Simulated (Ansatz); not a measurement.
A nudged elastic band was laid between two geometries of a periodic cell of 63 atoms, C (host C, host structure diamond, one C atom removed).

Computed with DFT PBE-D3(BJ), scalar-relativistic, plane waves, PAW (Ansatz 0.2.0). Settings: PAW set soft_1, cutoff 420 eV, k mesh 2x2x2, fermi-dirac smearing 0.05 eV, no spin polarisation.

| Item | Value |
| --- | --- |
| movable images | 3 |
| climbing image | yes |
| spring | 5.0 eV/Å² |
| optimiser | quadratic models (default) |
| start path | straight line |
| force threshold | 0.03 eV/Å |
| iteration limit | 80 |
| end points | relaxed |

First end point:

```xyz
63
Lattice="7.1400 0.0000 0.0000 0.0000 7.1400 0.0000 0.0000 0.0000 7.1400" Properties=species:S:1:pos:R:3
C 3.567 0.012 -0.013
C 4.458 0.896 0.889
C 5.342 1.787 -0.013
C 6.254 2.681 0.899
C 5.353 0.002 1.782
C 6.254 0.889 2.670
C -0.003 0.002 -0.002
C 0.885 0.889 0.899
C 1.797 1.783 -0.013
C 2.681 2.674 0.889
C 3.572 3.558 -0.013
C 4.466 4.469 0.899
C 5.353 5.358 -0.002
C 6.246 6.249 0.891
C 1.786 0.002 1.787
C 2.681 0.896 2.680
C 3.569 1.785 1.785
C 4.458 2.674 2.680
C 5.353 3.568 1.787
C 6.246 4.461 2.678
C 3.572 0.012 3.582
C 4.531 0.824 4.394
C 5.342 1.783 3.582
C 6.244 2.674 4.466
C 5.342 0.012 5.352
C 6.244 0.896 6.243
C 0.002 3.568 -0.002
C 0.893 4.461 0.891
C 1.786 5.352 -0.002
C 2.673 6.241 0.899
C -0.001 1.785 1.785
C 0.885 2.681 2.670
C 1.786 3.568 1.782
C 2.673 4.469 2.670
C 3.569 5.355 1.785
C 4.466 6.241 2.670
C 0.002 0.002 3.571
C 0.895 0.896 4.466
C 1.797 1.787 3.582
C 2.608 2.746 4.394
C 3.567 3.558 3.582
C 4.458 4.459 4.466
C 5.353 5.352 3.571
C 6.254 6.241 4.458
C 1.797 0.012 5.357
C 2.608 0.824 6.315
C 4.531 2.746 6.315
C 5.342 3.558 5.357
C 6.254 4.470 6.251
C -0.001 5.355 1.785
C 0.893 6.249 2.678
C -0.003 3.568 3.571
C 0.885 4.470 4.458
C 1.786 5.358 3.571
C 2.681 6.251 4.466
C -0.001 1.785 5.355
C 0.895 2.674 6.243
C 1.797 3.558 5.352
C 2.681 4.459 6.243
C 3.569 5.355 5.355
C 4.458 6.251 6.243
C -0.001 5.355 5.355
C 0.885 6.241 6.251
```

Last end point:

Only the atoms that move by more than 0.05 Å are listed.
```
C3 5.424 1.716 0.069
C11 3.501 3.639 0.069
C22 4.460 0.905 4.475
C40 2.690 2.675 4.475
C46 2.690 0.905 6.245
C47 3.501 1.716 5.286
C48 5.424 3.639 5.286
```

(1) Which bonds break or form, and what moves?

(2) What energy profile does the band end with?

(3) What is the geometry of the highest image?

## Answers

(1) Contacts lost: C3–C47, C11–C47, C47–C48. Contacts made: C22–C47, C40–C47, C46–C47. The atom that moves furthest is C47, by 1.78 Å.

(2) It converged. The highest image is number 2 of 0 to 4, 2.82 eV above the ends, which have the same energy within 2 meV. Neighbouring images differ by up to 1.5 eV, so the band resolves the path poorly. By the program's own check the climbing image is a first-order saddle point (lowest curvatures found: -14.10 and 3.78 eV/Å²). Limits of this set-up: coarse k mesh.

```
image  path coordinate (Å)  energy (eV)  C3–C47 (Å)  C11–C47 (Å)  C47–C48 (Å)
    0                 0.00         0.00        1.50         1.50         1.50
    1                 0.53         1.33        1.55         1.61         1.79
    2                 1.05         2.82        1.69         1.95         2.25
    3                 1.58         1.34        2.18         2.37         2.47
    4                 2.10         0.00        2.72         2.72         2.72
```

(3) 
```xyz
63
Lattice="7.1400 0.0000 0.0000 0.0000 7.1400 0.0000 0.0000 0.0000 7.1400" Properties=species:S:1:pos:R:3:forces:R:3
C 3.570 -0.028 0.046 0.00 0.00 0.00
C 4.462 0.846 0.921 0.00 0.00 0.00
C 5.265 1.678 -0.069 0.00 0.00 0.00
C 6.182 2.665 0.829 0.00 0.00 0.00
C 5.364 -0.012 1.800 0.00 0.00 0.00
C 6.254 0.893 2.676 0.00 0.00 0.00
C 0.009 -0.007 0.002 0.00 0.00 0.00
C 0.883 0.890 0.899 0.00 0.00 0.00
C 1.779 1.790 0.033 0.00 0.00 0.00
C 2.654 2.680 0.907 0.00 0.00 0.00
C 3.483 3.538 -0.022 0.00 0.00 0.00
C 4.449 4.420 0.848 0.00 0.00 0.00
C 5.349 5.337 -0.013 0.00 0.00 0.00
C 6.246 6.235 0.888 0.00 0.00 0.00
C 1.786 0.004 1.798 0.00 0.00 0.00
C 2.683 0.906 2.695 0.00 0.00 0.00
C 3.570 1.781 1.795 0.00 0.00 0.00
C 4.456 2.673 2.677 0.00 0.00 0.00
C 5.334 3.553 1.757 0.00 0.00 0.00
C 6.237 4.457 2.655 0.00 0.00 0.00
C 3.583 0.044 3.612 0.00 0.00 0.00
C 4.549 0.915 4.494 0.00 -0.01 0.00
C 5.368 1.796 3.578 0.00 0.00 0.00
C 6.254 2.688 4.455 0.00 0.00 0.00
C 5.378 -0.015 5.353 0.00 0.00 0.00
C 6.253 0.859 6.242 0.00 0.00 0.00
C -0.023 3.559 -0.021 0.00 0.00 0.00
C 0.876 4.458 0.881 0.00 0.00 0.00
C 1.778 5.357 -0.001 0.00 0.00 0.00
C 2.668 6.233 0.904 0.00 0.00 0.00
C -0.028 1.783 1.760 0.00 0.00 0.00
C 0.872 2.691 2.655 0.00 0.00 0.00
C 1.771 3.583 1.789 0.00 0.00 0.00
C 2.672 4.480 2.670 0.00 0.00 0.00
C 3.561 5.348 1.781 0.00 0.00 0.00
C 4.471 6.251 2.684 0.00 0.00 0.00
C 0.016 0.011 3.574 0.00 0.00 0.00
C 0.915 0.913 4.473 0.00 0.00 0.00
C 1.796 1.805 3.581 0.00 0.00 0.00
C 2.614 2.781 4.400 0.00 0.00 0.00
C 3.566 3.575 3.571 0.00 0.00 0.00
C 4.466 4.461 4.457 0.00 0.00 0.00
C 5.360 5.362 3.552 0.00 0.00 0.00
C 6.261 6.243 4.450 0.00 0.00 0.00
C 1.850 0.063 5.368 0.00 0.00 0.00
C 2.767 0.962 6.354 0.00 0.00 0.00
C 4.017 2.040 5.993 0.00 0.01 0.00
C 5.417 3.631 5.251 0.00 0.00 0.00
C 6.235 4.451 6.227 0.00 0.00 0.00
C -0.003 5.353 1.779 0.00 0.00 0.00
C 0.894 6.254 2.679 0.00 0.00 0.00
C 0.007 3.585 3.547 0.00 0.00 0.00
C 0.885 4.486 4.448 0.00 0.00 0.00
C 1.795 5.378 3.575 0.00 0.00 0.00
C 2.698 6.276 4.479 0.00 0.00 0.00
C 0.003 1.787 5.360 0.00 0.00 0.00
C 0.889 2.673 6.245 0.00 0.00 0.00
C 1.778 3.577 5.344 0.00 0.00 0.00
C 2.664 4.454 6.236 0.00 0.00 0.00
C 3.576 5.355 5.360 0.00 0.00 0.00
C 4.462 6.237 6.251 0.00 0.00 0.00
C 0.019 5.377 5.341 0.00 0.00 0.00
C 0.920 6.272 6.250 0.00 0.00 0.00
```

Run time: 16 min on 4 threads of Arm Neoverse V2 (shared host), peak memory 2.9 GiB.
